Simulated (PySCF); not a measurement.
**1,1,1,3-tetrafluoropropane (C3H4F4): geometry, NMR shifts, spin-spin couplings and electronic excitations**

Aim: predict the NMR shifts, spin-spin couplings and electronic excitations of 1,1,1,3-tetrafluoropropane (C3H4F4) (`FCCC(F)(F)F`).

The runs use PySCF 2.14.0, with density-fitted response routines of our own; the level of theory stands in each step. All values are computed, except where a source is named. Atoms are numbered from 0 throughout.

## 1. The starting structure

11 atoms, charge 0, multiplicity 1; geometry from: GFN2-xTB.

Bonds of the start (Å): F0–C1 1.37, C1–C2 1.53, C2–C3 1.51, C3–F4 1.34, C3–F5 1.34, C3–F6 1.34, C1–H7 1.09, C1–H8 1.09, C2–H9 1.09, C2–H10 1.09.

## 2. Relaxing the molecule at PBE0-D3(BJ)/def2-SVP

What the job is given:

```
{"job": {"xc": "PBE0", "basis": "def2-SVP", "d3": "d3bj", "grid": 1, "kind": "geom"}, "charge": 0, "multiplicity": 1}
F      2.414174    -0.272810    -0.113232
C      1.223254     0.378041     0.052759
C      0.076910    -0.614196    -0.134675
C     -1.259652     0.075814     0.040101
F     -1.396342     0.620382     1.258347
F     -2.284773    -0.769778    -0.120223
F     -1.438737     1.070408    -0.841955
H      1.185268     1.177634    -0.694247
H      1.224563     0.801070     1.062622
H      0.112370    -1.046274    -1.136822
H      0.148390    -1.417620     0.601363
```

**Question.** This job is followed by: GIAO PBE0/pcSseg-1 NMR shielding, non-relativistic, gas phase; B3LYP/pcJ-1 indirect spin-spin coupling, non-relativistic, gas phase; TDDFT wB97X-D/def2-SVPD, vertical, gas phase, core orbitals frozen in the response; GIAO mPW1PW91/pcSseg-2 NMR shielding, non-relativistic, gas phase. What will the session give for the following? point group; rotational constants (main isotopes); 13C shifts against TMS (PBE0/pcSseg-1); 1H shifts against TMS (PBE0/pcSseg-1, means over atoms taken as alike); 19F shifts against CFCl3 (PBE0/pcSseg-1, means over atoms taken as alike); largest coupling of the table (B3LYP/pcJ-1); lowest singlet (wB97X-D/def2-SVPD); brightest single state of those computed; lowest triplet; vertical ionisation energy (ΔSCF); range of the shift of C3.

The runs gave:

| quantity | value |
| --- | --- |
| point group | Cs |
| rotational constants (main isotopes) | 5.09, 1.43, 1.41 GHz |
| 13C shifts against TMS (PBE0/pcSseg-1) | 129.9, 77.9, 37.5 ppm |
| 1H shifts against TMS (PBE0/pcSseg-1, means over atoms taken as alike) | 4.58, 2.30 ppm |
| 19F shifts against CFCl3 (PBE0/pcSseg-1, means over atoms taken as alike) | -80.4, -251.6 ppm |
| largest coupling of the table (B3LYP/pcJ-1) | 1J(C,F) C3–F4, -342.5 Hz |
| lowest singlet (wB97X-D/def2-SVPD) | 9.71 eV (128 nm), f = 0.009 |
| brightest single state of those computed | state 9, 11.30 eV, f = 0.108 |
| lowest triplet | 9.42 eV |
| vertical ionisation energy (ΔSCF) | 12.79 eV |
| range of the shift of C3 | 129.9 to 134.9 ppm |

In words: Over 5 steps the energy fell by 0.030 eV; of the close pairs, C1–C2 changed most, 1.528 to 1.515 Å. H7, H8 (mean) (hydrogen on an sp3 CH2 bonded to F) lies farthest downfield among hydrogen, at 4.58 ppm; its carbon carries F, an electronegative neighbour. At PBE0/pcSseg-1: The widest tensor belongs to F4, F5, F6: span 173 ppm, with a paramagnetic part of -216 ppm. Of the pairs tabulated at B3LYP/pcJ-1, C3–F4 (mean over like pairs) couples most strongly (-342.5 Hz; Fermi contact -318.4 Hz). Couplings across rotatable bonds belong to this one conformer; where others are populated, the observed values are averages, and the simulated multiplets take (2 J gauche + J anti)/3 across rotating chain bonds. Density functionals describe couplings to fluorine poorly, F–F couplings above all, so those rows are rough. The lowest singlet, at 9.71 eV, is HOMO→LUMO 0.45, HOMO→LUMO+1 0.44 and is weak; of the 10 states computed, the strongest absorption comes from states 8 to 9 together at 11.30 eV. The lowest triplet lies 0.29 eV below the lowest singlet (triplets in Tamm-Dancoff, singlets in full TDDFT). ΔSCF puts the ionisation energy at 12.79 eV, 0.76 eV above −ε(HOMO). Across the 2 runs the shift of C3 moves most, between 129.9 (PBE0/pcSseg-1) and 134.9 ppm (mPW1PW91/pcSseg-2).
